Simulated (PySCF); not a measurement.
# NaCd+: bond curves at several levels of theory

One table from this session's results is given with a row withheld; the runs are named, their logs left out.

Method: Na cc-pVDZ, Cd cc-pVDZ-PP with ECP28, scalar-relativistic core potentials; program: PySCF 2.14.0.

Set-up of the first run:

Settings of the job:

| Quantity | Value |
| --- | --- |
| atoms | Na, Cd |
| charge | 1 |
| basis | Na cc-pVDZ, Cd cc-pVDZ-PP with ECP28 |
| Hamiltonian | scalar-relativistic core potentials |
| basis functions | 56 |
| electrons treated | 30 |
| masses in u | 22.9898, 113.9034 |
| levels | PBE0, PBE, r²SCAN, PBEsol, M06, PW91, HF, MP2, SCS-MP2, CCSD, CCSD(T) |
| grid | 80 radial by 434 angular points |
| occupations | held fixed by the projection of orbital angular momentum |
| dissociation limit | Na+ + Cd, each in its ground configuration |
| starting distance in angstrom | 3.075 |
| values of 2S to try | 0, 2 |

Launch:

```sh
> OMP_NUM_THREADS=1 python dia.py task.json out
```

Among the steps run: Set-up; First curve: PBE0; Higher solutions at PBE0; PBE; r²SCAN; PBEsol (GGA); M06 (hybrid meta-GGA); PW91 (GGA); RHF (mean field); Correlated methods on the Hartree–Fock reference.

One table of the session follows, with a row left open; its other results are not shown here.

Energy (eV) from each level's lowest point:

| R (Å) | RHF | RHF-MP2 | RHF-SCS-MP2 | RHF-CCSD | RHF-CCSD(T) |
| --- | --- | --- | --- | --- | --- |
| 2.688 | 0.259 | 0.198 | 0.208 | n/a | n/a |
| 2.812 | 0.139 | 0.099 | 0.106 | 0.111 | 0.110 |
| 2.938 | 0.064 | 0.040 | 0.044 | 0.046 | 0.046 |
| 3.031 | 0.029 | 0.015 | 0.017 | 0.019 | 0.018 |
| 3.125 | 0.009 | 0.002 | 0.003 | 0.004 | 0.004 |
| 3.219 | 0.000 | 0.000 | 0.000 | 0.000 | 0.000 |
| 3.344 | ? | ? | ? | ? | ? |
| 3.500 | 0.017 | 0.030 | 0.028 | 0.028 | 0.028 |
| 3.688 | 0.048 | 0.065 | 0.064 | 0.063 | 0.064 |
| 3.938 | 0.100 | 0.118 | 0.117 | n/a | n/a |

Q: Estimate the row for R (Å) = 3.344 from the others.

Worked estimate for «RHF». A straight line through the neighbours (3.219, 0.000) and (3.500, 0.017) gives 0.000 + (0.017 − 0.000) × (3.344 − 3.219) / (3.500 − 3.219) = 0.008; a parabola fitted to 4 rows on both sides gives 0.003.

As computed: RHF: 0.001; RHF-MP2: 0.008; RHF-SCS-MP2: 0.007; RHF-CCSD: 0.007; RHF-CCSD(T): 0.007. In «RHF» the line misses by +0.007 and the parabola by +0.002.
